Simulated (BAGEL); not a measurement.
# quartet Si2H2F3: levels of theory compared

Wanted: a comparison of 3 runs (UHF/3-21G, ROHF/6-31G*, UHF/6-31G*) of quartet Si2H2F3. 

The calculation is run with BAGEL 1.2.2.

1 further run of the same task is left out (set aside as unsound or not needed). Runs told in other sessions of the task aren't counted.

## 1. The molecule

Si2H2F3: 7 atoms, total charge 0, spin state quartet. SMILES of the parent species: `F[Si](F)(F)[SiH2]`. Geometry: relaxed at PBE0-D4/def2-TZVP. That shape belongs to the parent species and isn't relaxed for this state.

Bond lengths: F1–Si2 1.580 Å, Si2–F3 1.581 Å, Si2–F4 1.580 Å, Si2–Si5 2.311 Å, Si5–H6 1.484 Å, Si5–H7 1.484 Å. Angles: F1–Si2–F3 106.6°, F1–Si2–F4 107.6°, F1–Si2–Si5 110.4°, F3–Si2–F4 106.6°, F3–Si2–Si5 114.8°, F4–Si2–Si5 110.4°, Si2–Si5–H6 113.2°, Si2–Si5–H7 113.2°, H6–Si5–H7 112.2°.

## 2. The energy at UHF/3-21G (density fitting with qzvpp-jkfit) (run 1)

input.json

```json
{ "bagel": [

{
  "title": "molecule",
  "basis": "3-21g",
  "df_basis": "qzvpp-jkfit",
  "angstrom": true,
  "geometry": [
    { "atom": "F", "xyz": [    0.541000,   -1.122900,    1.740900 ] },
    { "atom": "Si", "xyz": [    0.348100,   -0.838500,    0.198300 ] },
    { "atom": "F", "xyz": [   -0.739700,   -1.863500,   -0.318400 ] },
    { "atom": "F", "xyz": [    1.701000,   -1.209700,   -0.529600 ] },
    { "atom": "Si", "xyz": [   -0.171300,    1.385900,   -0.152100 ] },
    { "atom": "H", "xyz": [   -1.367400,    1.832600,    0.604300 ] },
    { "atom": "H", "xyz": [   -0.250400,    1.748100,   -1.589000 ] }
  ]
},
{ "title": "uhf", "nopen": 3 },
{ "title": "print", "file": "orbitals.molden", "orbitals": true }

]}
```

Started as:

```console
BAGEL_NUM_THREADS=1 BAGEL input.json > input.out
```

Standard output:

```text
* using 1 threads per process

  ===============================================================
  ===============================================================

  *** Geometry ***

  { "atom" : "F", "xyz" : [      1.022342,     -2.121973,      3.289824 ] },
  { "atom" : "Si", "xyz" : [      0.657814,     -1.584535,      0.374733 ] },
  { "atom" : "F", "xyz" : [     -1.397830,     -3.521505,     -0.601689 ] },
  { "atom" : "F", "xyz" : [      3.214424,     -2.286002,     -1.000799 ] },
  { "atom" : "Si", "xyz" : [     -0.323710,      2.618971,     -0.287427 ] },
  { "atom" : "H", "xyz" : [     -2.584012,      3.463112,      1.141961 ] },
  { "atom" : "H", "xyz" : [     -0.473187,      3.303430,     -3.002775 ] },

  Number of auxiliary basis functions:      523

  Since a DF basis is specified, we compute 2- and 3-index integrals:
    o Being stored without compression. Storage requirement is 0.014 GB

  Number of basis functions:       57
  Number of electrons      :       57

    * METHOD: MOLECULE                             0.14

  *** Open-shell HF ***

  === Nuclear Repulsion ===
   305.6029194369

      * DIIS with orbital gradients will be used.

  === UHF iteration (3-21g) ===
      0       -872.20737245          0.05530547           0.08
      1       -872.41154101          0.03721399           0.07
      2       -872.47717379          0.02118082           0.07
      3       -872.50607072          0.00187444           0.07
      4       -872.51003245          0.00076501           0.07
      5       -872.51091040          0.00029778           0.07
      6       -872.51109285          0.00018262           0.07
      7       -872.51122373          0.00013795           0.07
      8       -872.51131716          0.00008771           0.07
      9       -872.51136328          0.00003435           0.08
     10       -872.51136633          0.00001651           0.08
     11       -872.51136706          0.00000704           0.08
     12       -872.51136719          0.00000364           0.07
     13       -872.51136722          0.00000219           0.07
     14       -872.51136723          0.00000149           0.08
     15       -872.51136724          0.00000085           0.07
     16       -872.51136724          0.00000052           0.07
     17       -872.51136724          0.00000031           0.07
     18       -872.51136724          0.00000024           0.07
     19       -872.51136724          0.00000021           0.07
     20       -872.51136724          0.00000020           0.07
     21       -872.51136724          0.00000020           0.07
     22       -872.51136724          0.00000020           0.07
     23       -872.51136724          0.00000020           0.07
     24       -872.51136724          0.00000020           0.07
     25       -872.51136724          0.00000019           0.07
     26       -872.51136723          0.00000017           0.08
[... 4 lines of this table left out ...]
     31       -872.51136722          0.00000004           0.07
     32       -872.51136722          0.00000002           0.07
     33       -872.51136722          0.00000002           0.07
     34       -872.51136722          0.00000002           0.07
     35       -872.51136722          0.00000002           0.07
     36       -872.51136722          0.00000001           0.07
     37       -872.51136722          0.00000001           0.07
     38       -872.51136722          0.00000001           0.07
     39       -872.51136722          0.00000001           0.07
     40       -872.51136722          0.00000001           0.07
     41       -872.51136722          0.00000001           0.08
     42       -872.51136722          0.00000001           0.08
     43       -872.51136722          0.00000001           0.08
    * SCF iteration converged.

    * S^2 (UHF) is 3.7598

    * Permanent dipole moment:
           (    0.193559,    -0.793619,     0.128765) a.u.

    * METHOD: UHF                                  3.33

    * METHOD: PRINT                                0.00

  ===============================================================
```

Wall time 3.9 s (1 thread of Intel Xeon 6975P-C (Granite Rapids), shared host); peak memory 0.1 GiB.

## 3. A single-point energy at ROHF/6-31G(d) (density fitting with qzvpp-jkfit, spherical functions) (run 2)

job.json

```json
{ "bagel": [

{
  "title": "molecule",
  "basis": "6-31gs.json",
  "df_basis": "qzvpp-jkfit",
  "angstrom": true,
  "geometry": [
    { "atom": "F", "xyz": [    0.541000,   -1.122900,    1.740900 ] },
    { "atom": "Si", "xyz": [    0.348100,   -0.838500,    0.198300 ] },
    { "atom": "F", "xyz": [   -0.739700,   -1.863500,   -0.318400 ] },
    { "atom": "F", "xyz": [    1.701000,   -1.209700,   -0.529600 ] },
    { "atom": "Si", "xyz": [   -0.171300,    1.385900,   -0.152100 ] },
    { "atom": "H", "xyz": [   -1.367400,    1.832600,    0.604300 ] },
    { "atom": "H", "xyz": [   -0.250400,    1.748100,   -1.589000 ] }
  ]
},
{
  "title": "rohf",
  "charge": 0,
  "nopen": 3
},
{
  "title": "print",
  "file": "orbitals.molden",
  "orbitals": true
}

]}
```

The basis set 6-31G* is read from a file made from the Basis Set Exchange's data (not shown).

Started as:

```console
BAGEL_NUM_THREADS=1 BAGEL job.json > job.out
```

Standard output:

```text
* using 1 threads per process

  ===============================================================
  ===============================================================

  *** Geometry ***

  { "atom" : "F", "xyz" : [      1.022342,     -2.121973,      3.289824 ] },
  { "atom" : "Si", "xyz" : [      0.657814,     -1.584535,      0.374733 ] },
  { "atom" : "F", "xyz" : [     -1.397830,     -3.521505,     -0.601689 ] },
  { "atom" : "F", "xyz" : [      3.214424,     -2.286002,     -1.000799 ] },
  { "atom" : "Si", "xyz" : [     -0.323710,      2.618971,     -0.287427 ] },
  { "atom" : "H", "xyz" : [     -2.584012,      3.463112,      1.141961 ] },
  { "atom" : "H", "xyz" : [     -0.473187,      3.303430,     -3.002775 ] },

  Number of auxiliary basis functions:      523

  Since a DF basis is specified, we compute 2- and 3-index integrals:
    o Being stored without compression. Storage requirement is 0.028 GB

  Number of basis functions:       82
  Number of electrons      :       57

    * METHOD: MOLECULE                             0.21

  *** Open-shell HF ***

  === Nuclear Repulsion ===
   305.6029194369

      * DIIS with orbital gradients will be used.

  === ROHF iteration (6-31gs.json) ===
      0       -876.75576067          0.04758511           0.13
      1       -876.98120060          0.03643006           0.12
      2       -877.08736404          0.02257226           0.12
      3       -877.15586441          0.00194674           0.12
      4       -877.16089252          0.00085748           0.12
      5       -877.16227288          0.00025898           0.12
      6       -877.16252667          0.00011032           0.12
      7       -877.16257929          0.00005899           0.12
      8       -877.16259372          0.00003120           0.12
      9       -877.16260282          0.00001627           0.12
     10       -877.16260324          0.00001048           0.12
     11       -877.16260295          0.00000818           0.12
     12       -877.16260305          0.00000768           0.13
     13       -877.16260342          0.00000784           0.12
     14       -877.16260353          0.00000716           0.12
     15       -877.16260335          0.00000532           0.12
[... 35 lines of this table left out ...]
     51       -877.16260387          0.00000010           0.12
     52       -877.16260389          0.00000009           0.12
     53       -877.16260387          0.00000006           0.12
     54       -877.16260387          0.00000003           0.12
     55       -877.16260387          0.00000002           0.12
     56       -877.16260388          0.00000001           0.12
     57       -877.16260388          0.00000001           0.12
     58       -877.16260388          0.00000001           0.12
    * SCF iteration converged.

    * S^2 (ROHF) is 3.7500

    * Permanent dipole moment:
           (    0.086774,    -0.335675,     0.056966) a.u.

    * METHOD: ROHF                                 7.31

    * METHOD: PRINT                                0.01

  ===============================================================
```

Wall time 7.8 s (1 thread of Intel Xeon 6975P-C (Granite Rapids), shared host); peak memory 0.13 GiB.

## 4. The energy at UHF/6-31G(d) (density fitting with qzvpp-jkfit, spherical functions) (run 3)

job.json

```json
{ "bagel": [

{
  "title": "molecule",
  "basis": "6-31gs.json",
  "df_basis": "qzvpp-jkfit",
  "angstrom": true,
  "geometry": [
    { "atom": "F", "xyz": [       0.541000,      -1.122900,       1.740900 ] },
    { "atom": "Si", "xyz": [       0.348100,      -0.838500,       0.198300 ] },
    { "atom": "F", "xyz": [      -0.739700,      -1.863500,      -0.318400 ] },
    { "atom": "F", "xyz": [       1.701000,      -1.209700,      -0.529600 ] },
    { "atom": "Si", "xyz": [      -0.171300,       1.385900,      -0.152100 ] },
    { "atom": "H", "xyz": [      -1.367400,       1.832600,       0.604300 ] },
    { "atom": "H", "xyz": [      -0.250400,       1.748100,      -1.589000 ] }
  ]
},

{ "title": "uhf", "nopen": 3 },

{ "title": "print", "file": "orbitals.molden", "orbitals": true }

]}
```

The basis set 6-31G* is read from a file made from the Basis Set Exchange's data (not shown).

Started as:

```console
BAGEL_NUM_THREADS=1 BAGEL job.json > job.out
```

Standard output:

```text
* using 1 threads per process

  ===============================================================
  ===============================================================

  *** Geometry ***

  { "atom" : "F", "xyz" : [      1.022342,     -2.121973,      3.289824 ] },
  { "atom" : "Si", "xyz" : [      0.657814,     -1.584535,      0.374733 ] },
  { "atom" : "F", "xyz" : [     -1.397830,     -3.521505,     -0.601689 ] },
  { "atom" : "F", "xyz" : [      3.214424,     -2.286002,     -1.000799 ] },
  { "atom" : "Si", "xyz" : [     -0.323710,      2.618971,     -0.287427 ] },
  { "atom" : "H", "xyz" : [     -2.584012,      3.463112,      1.141961 ] },
  { "atom" : "H", "xyz" : [     -0.473187,      3.303430,     -3.002775 ] },

  Number of auxiliary basis functions:      523

  Since a DF basis is specified, we compute 2- and 3-index integrals:
    o Being stored without compression. Storage requirement is 0.028 GB

  Number of basis functions:       82
  Number of electrons      :       57

    * METHOD: MOLECULE                             0.21

  *** Open-shell HF ***

  === Nuclear Repulsion ===
   305.6029194369

      * DIIS with orbital gradients will be used.

  === UHF iteration (6-31gs.json) ===
      0       -876.75576067          0.04758511           0.12
      1       -876.98680725          0.03620944           0.13
      2       -877.09311793          0.02233719           0.13
      3       -877.15947780          0.00177639           0.12
      4       -877.16429800          0.00081378           0.12
      5       -877.16555542          0.00027372           0.12
      6       -877.16577494          0.00011759           0.12
      7       -877.16581761          0.00006784           0.12
      8       -877.16583686          0.00003302           0.12
      9       -877.16584324          0.00001760           0.12
     10       -877.16584433          0.00001138           0.12
     11       -877.16584472          0.00000788           0.12
     12       -877.16584505          0.00000643           0.12
     13       -877.16584519          0.00000687           0.12
     14       -877.16584498          0.00000595           0.12
     15       -877.16584458          0.00000289           0.12
[... 40 lines of this table left out ...]
     56       -877.16584464          0.00000002           0.12
     57       -877.16584464          0.00000002           0.12
     58       -877.16584464          0.00000002           0.12
     59       -877.16584464          0.00000002           0.12
     60       -877.16584464          0.00000002           0.12
     61       -877.16584464          0.00000001           0.12
     62       -877.16584464          0.00000001           0.12
     63       -877.16584464          0.00000001           0.12
    * SCF iteration converged.

    * S^2 (UHF) is 3.7583

    * Permanent dipole moment:
           (    0.085814,    -0.316915,     0.055746) a.u.

    * METHOD: UHF                                  7.85

    * METHOD: PRINT                                0.01

  ===============================================================
```

Wall time 8.4 s (1 thread of Intel Xeon 6975P-C (Granite Rapids), shared host); peak memory 0.13 GiB.

## 5. Overview of the runs

| run | level | energy (Eh) | dipole moment (D) | ⟨S²⟩ | wall time |
| --- | --- | --- | --- | --- | --- |
| 1 | UHF/3-21G (density fitting with qzvpp-jkfit) | -872.511367 | 2.10 | 3.760 | 3.9 s |
| 2 | ROHF/6-31G* (density fitting with qzvpp-jkfit, spherical functions) | -877.162604 | 0.89 | 3.750 | 7.8 s |
| 3 | UHF/6-31G* (density fitting with qzvpp-jkfit, spherical functions) | -877.165845 | 0.85 | 3.758 | 8.4 s |

## 6. What came out

| quantity | value |
| --- | --- |
| run 3: total energy | -877.16584 Eh |
| run 3: dipole moment | 0.85 D |
| run 3: ⟨S²⟩ | 3.758 |

**Reading.** The dipole moment (its size) runs from 0.85 D (UHF/6-31G*) to 2.10 D (UHF/3-21G). All runs together took 20 s, the longest 8.4 s.
